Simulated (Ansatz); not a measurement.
# C3H9AlS: how energies converge with the basis set

Aim: see how fast density functionals converge with the basis set for C3H9AlS.

Method: one geometry, several basis sets; program: Ansatz 0.2.0, Gaussian basis.

Levels to be run: PBE0-D4/def2-SVP; ωB97M-V/def2-SVP; PBE0-D4/def2-QZVPP; ωB97M-V/def2-QZVPP; the functionals' def2-TZVPP values are taken from earlier runs.

### 1 The geometry

The geometry comes from an earlier relaxation with PBE0-D4 in a triple-zeta def2 set; it is a stationary point, not always the lowest conformer.

14 atoms, charge 0, spin multiplicity 1.

Atoms are counted from 1 here; the program's logs count them from 0.

Bond lengths: C1–C2 1.514 Å, C1–H6 1.092 Å, C1–H7 1.092 Å, C1–H8 1.092 Å, C2–S3 1.813 Å, C2–H9 1.093 Å, C2–H10 1.092 Å, S3–C4 1.846 Å, S3–Al5 2.418 Å, C4–Al5 1.964 Å, C4–H11 1.088 Å, C4–H12 1.089 Å, Al5–H13 1.585 Å, Al5–H14 1.589 Å. Angles: C2–C1–H6 111.0°, C2–C1–H7 109.9°, C2–C1–H8 111.5°, H6–C1–H7 108.2°, H6–C1–H8 108.3°, H7–C1–H8 107.9°, C1–C2–S3 110.5°, C1–C2–H9 111.6°, C1–C2–H10 111.2°, S3–C2–H9 106.9°, S3–C2–H10 107.9°, H9–C2–H10 108.5°, C2–S3–C4 100.8°, C2–S3–Al5 100.4°, C4–S3–Al5 52.8°, S3–C4–Al5 78.7°, S3–C4–H11 109.2°, S3–C4–H12 107.3° and more.

### 2 PBE0-D4 in def2-SVP

Contents of in.yaml:

```yaml
crystal:
  periodic: [false, false, false]
  atoms:
    - {symbol: C, position_ang: [-2.007807, 0.457212, -0.759842]}
    - {symbol: C, position_ang: [-0.784250, -0.420867, -0.608849]}
    - {symbol: S, position_ang: [0.727126, 0.577400, -0.685664]}
    - {symbol: C, position_ang: [1.954302, -0.598965, 0.033322]}
    - {symbol: Al, position_ang: [1.454240, 0.448681, 1.616909]}
    - {symbol: H, position_ang: [-2.079282, 1.172230, 0.061850]}
    - {symbol: H, position_ang: [-2.909664, -0.158786, -0.754233]}
    - {symbol: H, position_ang: [-1.987195, 1.014642, -1.698620]}
    - {symbol: H, position_ang: [-0.718611, -1.160048, -1.410724]}
    - {symbol: H, position_ang: [-0.790917, -0.946685, 0.348553]}
    - {symbol: H, position_ang: [1.629780, -1.618801, -0.164378]}
    - {symbol: H, position_ang: [2.908775, -0.409035, -0.455357]}
    - {symbol: H, position_ang: [2.385656, 1.659555, 2.039809]}
    - {symbol: H, position_ang: [0.205046, -0.045831, 2.466122]}
basis:
  gaussian: {orbitals: def2-SVP}
hamiltonian: {xc: pbe0, dispersion: d4}
output: {orbitals: {seedname: orbitals}}
```

Run with:

```console
$ ansatz run in.yaml --threads 4 --pin off --events-out ev --progress --plain --max-ram 10444MiB
```

Further steps of the session: ωB97M-V in def2-SVP; PBE0-D4 in def2-QZVPP; ωB97M-V in def2-QZVPP.

Q: Predict the results of all the runs planned. Wanted: PBE0-D4: double and triple zeta above quadruple; ωB97M-V: double and triple zeta above quadruple.

As calculated:

```
                                       quantity           value
PBE0-D4: double and triple zeta above quadruple  10.41, 0.72 eV
ωB97M-V: double and triple zeta above quadruple  10.60, 0.70 eV
```

In words: For PBE0-D4 the step from double to triple zeta gains 9.69 eV and the next only 0.72 eV. Total energies overstate the basis error of differences, where much of it tends to cancel. The LUMO of ωB97M-V is positive and keeps falling with the basis (1.73 to 0.91 eV): an unbound level that the basis holds in place.
